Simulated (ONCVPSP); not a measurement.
# Pseudopotential generation for selenium: ONCV, PBE

Do these settings give a usable potential? It is generated, then checked for transferability, scattering, ghosts and hardness.

The numbers are computed with ONCVPSP 4.0.1.1 (patched build) (PBE, scalar-relativistic, spin-unpolarised reference atom).

## (1) Starting point

Typed settings, in words:

```
element                 : selenium (Se, Z = 34)
type                    : optimised norm-conserving Vanderbilt (ONCV)
frozen core             : [Ne]
valence charge          : 24
reference configuration : 3s2 3p6 3d10 4s2 4p4
partial waves           : 3s+4s: rc 0.75 bohr, ncon 3, nbas 7, qcut 15.8 1/bohr, 2 projectors; 3p+4p: rc 1.15 bohr, ncon 4, nbas 7, qcut 11.5 1/bohr, 2 projectors; 3d: rc 0.95 bohr, ncon 4, nbas 9, qcut 19.5 1/bohr, 2 projectors, debl 0.7 Ha
local potential         : polynomial inside 0.65 bohr (lpopt 5, dvloc0 0 Ha)
core correction         : Teter function, fcfact 5, rcfact 1.75
```

The outer shells as boxes (Hund's rule for the drawing; the calculation is spin-unpolarised):

```
[Ne] core
3s [↑↓]
3p [↑↓][↑↓][↑↓]
3d [↑↓][↑↓][↑↓][↑↓][↑↓]
4s [↑↓]
4p [↑↓][↑ ][↑ ]
```

The nodes and maxima of the atom's own shells, from an earlier all-electron run, set the scale for the radii.

All-electron outer shells of the reference configuration (PBE, scalar-relativistic, ld1.x):

```json
{"shell": "2s", "level (eV)": "-1607.20", "outermost node (bohr)": "0.06", "outermost maximum (bohr)": "0.17"}
{"shell": "2p", "level (eV)": "-1413.61", "outermost node (bohr)": "–", "outermost maximum (bohr)": "0.13"}
{"shell": "3s", "level (eV)": "-213.51", "outermost node (bohr)": "0.24", "outermost maximum (bohr)": "0.50"}
{"shell": "3p", "level (eV)": "-152.98", "outermost node (bohr)": "0.21", "outermost maximum (bohr)": "0.50"}
{"shell": "3d", "level (eV)": "-53.12", "outermost node (bohr)": "–", "outermost maximum (bohr)": "0.45"}
{"shell": "4s", "level (eV)": "-17.29", "outermost node (bohr)": "0.70", "outermost maximum (bohr)": "1.51"}
{"shell": "4p", "level (eV)": "-6.51", "outermost node (bohr)": "0.74", "outermost maximum (bohr)": "1.82"}
```

## (2) Generating the potential

The input, Se.dat:

```
# ATOM AND REFERENCE CONFIGURATION
# atsym  z   nc   nv     iexc    psfile
  Se 34.00    3    5        4      upf
#
#   n    l    f
    1    0    2.00
    2    0    2.00
    2    1    6.00
    3    0    2.00
    3    1    6.00
    3    2   10.00
    4    0    2.00
    4    1    4.00
#
# PSEUDOPOTENTIAL AND OPTIMIZATION
# lmax
    2
#
#   l,   rc,      ep,       ncon, nbas, qcut
    0    0.75    0.00    3    7   15.80
    1    1.15    0.00    4    7   11.50
    2    0.95    0.00    4    9   19.50
#
# LOCAL POTENTIAL
# lloc, lpopt,  rc(5),   dvloc0
    4    5    0.65    0.00
#
# VANDERBILT-KLEINMAN-BYLANDER PROJECTORs
# l, nproj, debl
    0    2    3.50
    1    2    1.60
    2    2    0.70
#
# MODEL CORE CHARGE
# icmod, fcfact, rcfact
    3    5.00    1.75
#
# LOG DERIVATIVE ANALYSIS
# epsh1, epsh2, depsh
   -9.00    5.00    0.04
#
# OUTPUT GRID
# rlmax, drl
    6.00    0.01
#
# TEST CONFIGURATIONS
# ncnf
    4
# nvcnf
#   n    l    f
    5
    3    0    2.00
    3    1    6.00
    3    2   10.00
    4    0    2.00
    4    1    3.00
#
    5
    3    0    2.00
    3    1    6.00
    3    2   10.00
    4    0    2.00
    4    1    2.00
#
    5
    3    0    2.00
    3    1    6.00
    3    2   10.00
    4    0    2.00
    4    1    1.00
#
    5
    3    0    2.00
    3    1    6.00
    3    2    9.00
    4    0    2.00
    4    1    5.00
#
```

On the command line:

```bash
$ oncvpsp.x < Se.dat > Se.out
```

Before running it: what results should come out? Wanted: cutoffs for 1 and 0.1 mHa per electron, occupied waves; bound ghosts; GHOST(+) flags; largest test error; largest phase difference near zero energy, channels read; rms error of d²Exc/dn², without and with the model core; projector energies reset by the program.

The runs gave:

| quantity | value |
| --- | --- |
| cutoffs for 1 and 0.1 mHa per electron, occupied waves | 137 Ha and 153 Ha |
| bound ghosts | none found |
| GHOST(+) flags | s at 1164 eV |
| largest test error (AE − PS) | +86 meV, for 3s2 3p6 3d9 4s2 4p5 |
| largest phase difference near zero energy, channels read | 0.000 rad |
| rms error of d²Exc/dn², without and with the model core | 1.87 and 2.48 mHa |
| projector energies reset by the program | d: -1.952, 0.250 Ha |

What this shows: The worst unpolarised test, 3s2 3p6 3d9 4s2 4p5, is off by 86 meV on 51.7 eV; by total energies transferability rates as fair. That test lies far up in energy; among those under 40 eV, nearer to bonding, the largest error is 3.7 meV. By its cutoff, 137 Ha for the looser tolerance, it is very hard. At the looser tolerance the 3d wave is the slowest; 3s needs 96 Ha. No bound ghost shows below the valence levels. Near zero energy the phases of the channels with partial waves agree within 0.001 rad. The program also flags highly localised states, GHOST(+) (s).
